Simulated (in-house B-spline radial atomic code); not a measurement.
# Ga: numerical settings, good and bad

Which of these inputs for Ga still give the converged answer?

Method: scalar-relativistic (spin-free one-electron X2C) SCAN, spin-polarised, spherical fractional occupations, Fermi nucleus, basis-set limit. Code: in-house B-spline radial atomic code version 1.

### Step 1. The atom as given

- element: gallium (Z = 31)
- charge: 0
- electrons: 31
- configuration: [Ar] 3d10 4s2 4p1
- Hamiltonian: scalar-relativistic (X2C)
- nucleus: Fermi, rms radius 3.997 fm

The outer shells:

[Ar] 3d10 4s2 4p1
```
[Ar] core
3d [↑↓][↑↓][↑↓][↑↓][↑↓]
4s [↑↓]
4p [↑ ][  ][  ]
```

Where spins are not typed, each open shell is filled with up spins first.

A run counts as converged when the orbital gradient is under the tolerance times 31 hartree (or under the basis's noise floor) and the energy moved by less than 1e-8 hartree times the root of its size. Energy differences under 6e-06 hartree are noise.

Settings of the run:

```ini
Z = 31
electrons = 31.0
configuration = [Ar] 3d10 4s2 4p1
hamiltonian = x2c
method = scan,scan
spin_polarised = True
nucleus = fermi
rms_radius = 3.9973
mass_number = 69
atomic_mass = 68.925573528
speed_of_light = 137.035999084
knot_spacing = 0.22
spline_order = 8
gauss_points = 12
box_radius = 50
max_iterations = 70
damping = 0.5
damped_steps = 3
diis_vectors = 10
tolerance = 1e-08
start = Thomas-Fermi
```

From the earlier run of the reference: total energy -1944.035949 hartree. Levels, eight at most:

```csv
orbital,occupation,energy (eV),<r> (bohr)
3s up,1,-152.86,0.6507
3p up,3,-101.78,0.6786
3p down,3,-101.78,0.6784
3d up,5,-19.615,0.8115
3d down,5,-19.546,0.8068
4s up,1,-9.610,2.363
4s down,1,-8.840,2.320
4p up,1,-2.938,3.319
```

### Step 2. Cap on iterations 60; damping (share of the old matrix) 0.95; convergence tolerance 0.0001

Settings of the run:

```ini
Z = 31
electrons = 31.0
configuration = [Ar] 3d10 4s2 4p1
hamiltonian = x2c
method = scan,scan
spin_polarised = True
nucleus = fermi
rms_radius = 3.9973
mass_number = 69
atomic_mass = 68.925573528
speed_of_light = 137.035999084
knot_spacing = 0.22
spline_order = 8
gauss_points = 12
box_radius = 50
max_iterations = 60
damping = 0.95
damped_steps = 3
diis_vectors = 10
tolerance = 0.0001
start = Thomas-Fermi
```

Started as:

```console
> python run_scf.py task.json out
```

task.json lists these runs, among others, and the program works through them in turn.

### Step 3. Spline order 7; first knot 3.23e-05; cap on iterations 60; number of DIIS vectors 0

Changes to the settings of step 2:

```diff
@@ -12,10 +12,11 @@
 knot_spacing = 0.22
-spline_order = 8
+spline_order = 7
 gauss_points = 12
 box_radius = 50
+first_knot = 3.23e-05
 max_iterations = 60
-damping = 0.95
+damping = 0.5
 damped_steps = 3
-diis_vectors = 10
-tolerance = 0.0001
+diis_vectors = 0
+tolerance = 1e-08
 start = Thomas-Fermi
```

### Step 4. Gauss points an interval 6; first knot 0.0968; cap on iterations 100

Changes to the settings of step 3:

```diff
@@ -12,10 +12,10 @@
 knot_spacing = 0.22
-spline_order = 7
-gauss_points = 12
+spline_order = 8
+gauss_points = 6
 box_radius = 50
-first_knot = 3.23e-05
-max_iterations = 60
+first_knot = 0.0968
+max_iterations = 100
 damping = 0.5
 damped_steps = 3
-diis_vectors = 0
+diis_vectors = 10
 tolerance = 1e-08
```

### Step 5. Spline order 7; cap on iterations 2; convergence tolerance 1e-10

Changes to the settings of step 4:

```diff
@@ -12,7 +12,6 @@
 knot_spacing = 0.22
-spline_order = 8
-gauss_points = 6
+spline_order = 7
+gauss_points = 12
 box_radius = 50
-first_knot = 0.0968
-max_iterations = 100
+max_iterations = 2
 damping = 0.5
@@ -20,3 +19,3 @@
 diis_vectors = 10
-tolerance = 1e-08
+tolerance = 1e-10
 start = Thomas-Fermi
```

### Step 6. Knot spacing (logarithmic) 0.3; first knot 3.23e-06; cap on iterations 75; damping (share of the old matrix) 0.2; number of DIIS vectors 4

Settings of the run:

```ini
Z = 31
electrons = 31.0
configuration = [Ar] 3d10 4s2 4p1
hamiltonian = x2c
method = scan,scan
spin_polarised = True
nucleus = fermi
rms_radius = 3.9973
mass_number = 69
atomic_mass = 68.925573528
speed_of_light = 137.035999084
knot_spacing = 0.3
spline_order = 8
gauss_points = 12
box_radius = 50
first_knot = 3.23e-06
max_iterations = 75
damping = 0.2
damped_steps = 3
diis_vectors = 4
tolerance = 1e-08
start = Thomas-Fermi
```

**Question.** Which of these runs converge to the reference energy, which miss it and by about how much, and which fail?

**Answer**, as computed:

| run | outcome | iterations | energy less the reference (hartree) |
| --- | --- | --- | --- |
| reference | converged | 12 | 0 |
| cap on iterations 60; damping (share of the old matrix) 0.95; convergence tolerance 0.0001 | converged | 8 | below noise |
| spline order 7; first knot 3.23e-05; cap on iterations 60; number of DIIS vectors 0 | converged | 36 | +0.000153 |
| Gauss points an interval 6; first knot 0.0968; cap on iterations 100 | converged | 14 | +54.5 |
| spline order 7; cap on iterations 2; convergence tolerance 1e-10 | not converged | 2 | - |
| knot spacing (logarithmic) 0.3; first knot 3.23e-06; cap on iterations 75; damping (share of the old matrix) 0.2; number of DIIS vectors 4 | converged | 11 | +0.00102 |

**Reading.** Of 5 changed inputs, 1 gave the reference energy within 1e-05 hartree, 3 converged to another value and 1 did not converge. The worst converged miss is +54.5 hartree (Gauss points an interval 6; first knot 0.0968; cap on iterations 100): that the iterations converge says nothing of the basis, the quadrature or the box.
